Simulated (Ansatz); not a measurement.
# SnO: the cost of one run

Program: the Python package of Ansatz 0.2.0. Level of theory: DFT r2SCAN, plane waves, PAW. These are calculated values, not measurements.

**1. The system**

It takes space group Cmce (No. 64, orthorhombic). Conventional cell: a = 5.474 Å, b = 5.476 Å, c = 10.222 Å, α = 90.00°, β = 90.00°, γ = 90.00°. Sn (site symmetry m) is surrounded by 4 O at 2.25 to 2.26 Å. O (site symmetry 2) has 4 Sn at 2.25 to 2.26 Å as nearest neighbours.

The script holds or builds the structure itself.

**2. The code**

File mass_sno.py:

```python
"""Effective masses of SnO by finite differences."""

import ansatz
import numpy as np
from pymatgen.core import Lattice, Structure
from pymatgen.io.ase import AseAtomsAdaptor


def main() -> None:
    pmg_structure = Structure(
        Lattice([(2.736912, -2.737796, 0.0), (2.736912, 2.737796, 0.0), (0.0, 0.0, 10.22196)]),
        ["Sn", "Sn", "Sn", "Sn", "O", "O", "O", "O"],
        [
            (0.736547, 0.263453, 0.863858),
            (0.263453, 0.736547, 0.136142),
            (0.763453, 0.236547, 0.363858),
            (0.236547, 0.763453, 0.636142),
            (0.261944, 0.238056, 0.25),
            (0.738056, 0.761944, 0.75),
            (0.238056, 0.261944, 0.75),
            (0.761944, 0.738056, 0.25),
        ],
    )
    system = ansatz.Crystal.from_ase(AseAtomsAdaptor.get_atoms(pmg_structure))

    job = (
        system.calculation()
        .kpoints(6, 6, 2)
        .functional("r2scan")
        .occupations("fixed")
    )
    # step 1: where the edges lie on the mesh
    res = job.band_table().run()
    r = res.report
    levels = np.array(r["eigenvalues_ev"])
    filled = round(r["n_electrons"] / 2)
    edges = {"top filled band": (filled - 1, levels[:, filled - 1].argmax()), "lowest empty band": (filled, levels[:, filled].argmin())}
    gap = levels[:, filled].min() - levels[:, filled - 1].max()
    print(f"gap on the mesh {gap:.3f} eV")
    if gap <= 0.05:
        print("no gap: band-edge masses have no meaning here")
        edges = {}
    reciprocal = 2 * np.pi * np.linalg.inv(res.lattice.cell_ang).T
    step = 0.006  # 1/A

    # second differences give the curvature tensor; masses are hbar^2/m_e = 7.61996 eV A^2 over its eigenvalues
    pairs = [(0, 1), (0, 2), (1, 2)]
    moves = [sign * axis for axis in np.eye(3) for sign in (-1, 1)]
    moves += [s1 * np.eye(3)[i] + s2 * np.eye(3)[j] for i, j in pairs for s1 in (1, -1) for s2 in (1, -1)]
    for name, (band, index) in edges.items():
        together = int(np.sum(np.abs(levels[index] - levels[index, band]) < 2e-3))
        print(name, "at k =", np.round(r["kpoints_frac"][index], 4), f"E = {levels[index, band]:.4f} eV, degeneracy {together}")
        centre = np.array(r["kpoints_frac"][index]) @ reciprocal
        points = [centre] + [centre + step * move for move in moves]
        table = job.band_structure(points, intervals=1, cartesian=True).run().band_structure().channels[0].eigenvalues_ev
        if together > 1:
            level = np.flatnonzero(np.abs(levels[index] - levels[index, band]) < 2e-3)
            along = (table[1, level] + table[2, level] - 2 * table[0, level]) / step ** 2
            print("  degenerate level, no single mass tensor; masses of its branches along x:", np.round(7.61996 / along, 3), "m_e")
            continue
        e = table[:, band]
        hessian = np.diag((e[1:7:2] + e[2:7:2] - 2 * e[0]) / step ** 2)
        for (i, j), (pp, pm, mp, mm) in zip(pairs, e[7:].reshape(3, 4)):
            hessian[i, j] = hessian[j, i] = (pp - pm - mp + mm) / (4 * step ** 2)
        curvatures, axes = np.linalg.eigh(hessian)
        slope = (e[2:7:2] - e[1:7:2]) / (2 * step)
        print("  slope (eV A):", np.round(slope, 3) + 0.0, "" if np.abs(slope).max() < 0.05 else "- no extremum here, so these are local curvatures and no band-edge masses")
        for curvature, axis in zip(curvatures, axes.T):
            print(f"  principal mass {7.61996 / curvature:8.3f} m_e along", np.round(axis, 2) + 0.0)


if __name__ == "__main__":
    main()
```

**3. Launch**

Run with:

```sh
$ python mass_sno.py
```

What time and memory should one allow on 1 thread of Arm Neoverse V2, shared host?

About 62 s, with a peak of 0.82 GiB.
